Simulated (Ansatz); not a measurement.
## K3Pd under changes of volume

One of the cells (40.359 Å³/atom); the others are scaled copies at fixed shape and fractional positions:

```
CELL_PARAMETERS angstrom
5.44501 0.00000 0.00000
0.00000 5.44501 0.00000
0.00000 0.00000 5.44501
ATOMIC_POSITIONS crystal
Pd 0.00000 0.00000 0.00000
K 0.00000 0.50000 0.50000
K 0.50000 0.00000 0.50000
K 0.50000 0.50000 0.00000
```

The cell comes from a database or a generator and needn't be the stable form of this composition.

```yaml
Program: Ansatz 0.2.0
Functional: PBE
Potentials_or_basis: Ansatz PAW
Cutoff: "420 eV (not typed: the program's choice for these potentials)"
k_mesh: 5 × 5 × 5
Occupations: fermi-dirac, width 0.05 eV
Spin: no spin polarisation
```

| volume (Å³/atom) | energy over the lowest point (meV/atom) | pressure (GPa) |
| --- | --- | --- |
| 37.937 | ? | ? |
| 38.744 | 1.83 | 0.4 |
| 39.551 | 0.45 | 0.2 |
| 40.359 | 0.00 | 0.0 |
| 41.166 | 0.41 | -0.2 |
| 41.973 | 1.60 | -0.3 |
| 42.780 | 3.50 | -0.4 |

Question: What does the run at 37.937 Å³/atom give?

Answer: Energy over the lowest point 4.24 meV/atom; pressure 0.6 GPa.

Worked out: A Birch-Murnaghan fit of order 3 (a polynomial in V^(-2/3)) to the other rows has its minimum at 40.36 Å³/atom with B0 = V·E''(V) = 8.5 GPa and B' = 3.5. It gives 4.24 meV/atom at 37.937 Å³/atom, against the run's 4.24, and -dE/dV = 0.6 GPa, against 0.6.

Energies are extrapolated to zero smearing.
